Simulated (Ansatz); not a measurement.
This script makes a convergence test of the plane-wave cutoff of Sn3Bi, space group Fm-3m with Ansatz's Python interface.

`sn3bi.py`
```python
"""Cutoff test for Sn3Bi."""

import warnings

import ansatz as az
import numpy as np
from tabulate import tabulate

WIDTH_EV = 0.15
XC = "pbesol"
TOLERANCE = 1e-08

warnings.simplefilter("ignore", az.DeckWarning)

vectors = np.array([
    [0.0, 3.849017, 3.849017],
    [3.849017, 0.0, 3.849017],
    [3.849017, 3.849017, 0.0],
])
sn3bi = (
    az.Lattice.of(vectors)
    .atom("Sn", [0.0, 0.0, 0.0])
    .atom("Sn", [0.25, 0.25, 0.25])
    .atom("Sn", [0.75, 0.75, 0.75])
    .atom("Bi", [0.5, 0.5, 0.5])
)

base = (
    sn3bi.calculation()
    .occupations(az.OccupationsMethod.FERMI_DIRAC, width=WIDTH_EV)
    .functional(XC)
    .mixing("broyden", preconditioner="none")
    .scf(tolerance=TOLERANCE)
    .kpoints(7)
    .stress()
)

rows = []
for value in [300, 350, 400, 450, 500, 550]:
    rep = base.basis(value).run(threads=1).report
    rows.append((value, rep["free_energy_ev"] / len(rep["lattice"]["sites"]), rep["n_iterations"], sum(rep["stress_gpa"][i][i] for i in range(3)) / 3, rep["n_pw"]))

print(tabulate(rows, headers=["cutoff (eV)", "F/atom (eV)", "iterations", "P (GPa)", "plane waves"], floatfmt=".4f", tablefmt="plain"))

# the last row is the reference
for row in rows[:-1]:
    shift = 1000 * (row[1] - rows[-1][1])
    print(f"{row[0]}: {shift:+.2f} meV/atom" + ("  (within 5 meV)" if abs(shift) < 5 else ""))
```

How fast does the energy converge with the cutoff (threshold 5 meV an atom)?

From 350 eV on it stays within 5 meV an atom of the value at 550 eV; the first row (300 eV) is off by 49.4 meV and the last but one by 0.07 meV. The energy falls steadily, as expected when plane waves are added. The pressure moves from -1.78 to -1.80 GPa (the program's stress holds a Pulay correction, so it settles early). The last run costs about 1.9 times the first.

The run itself:

```console
$ python sn3bi.py
  cutoff (eV)    F/atom (eV)    iterations    P (GPa)    plane waves
          300     -7522.7329             7    -1.7753           1363
          350     -7522.7789             7    -1.7675           1687
          400     -7522.7809             7    -1.7958           2085
          450     -7522.7819             7    -1.8003           2445
          500     -7522.7822             7    -1.8038           2891
          550     -7522.7823             7    -1.8046           3383
300: +49.41 meV/atom
350: +3.42 meV/atom  (within 5 meV)
400: +1.36 meV/atom  (within 5 meV)
450: +0.42 meV/atom  (within 5 meV)
500: +0.07 meV/atom  (within 5 meV)
```

Notes:
- The mesh is modest for a metal, so energies can be off by several to tens of meV an atom and pressures by half a GPa or more; differences at equal mesh fare better.
- A Fermi-Dirac width this large means warm electrons, whose thermal share enters the free energy.
- The program warned that this SCF threshold is loose for forces or stresses.
- Pressure is positive in compression.
- Spin-orbit coupling, which matters for elements this heavy, is left out.
- This cell is a computed structure, which may not be the phase found in nature.
- Shifts are counted from the last row, which is itself no proven limit.
- The script silences the warnings on its input, which a real study should read.
- Wall time of the script: 29 s on 1 thread of Arm Neoverse V1, with other jobs on the host, peak memory 0.52 GiB.

(Lines on the test bed's own set-up are left out of the output.)
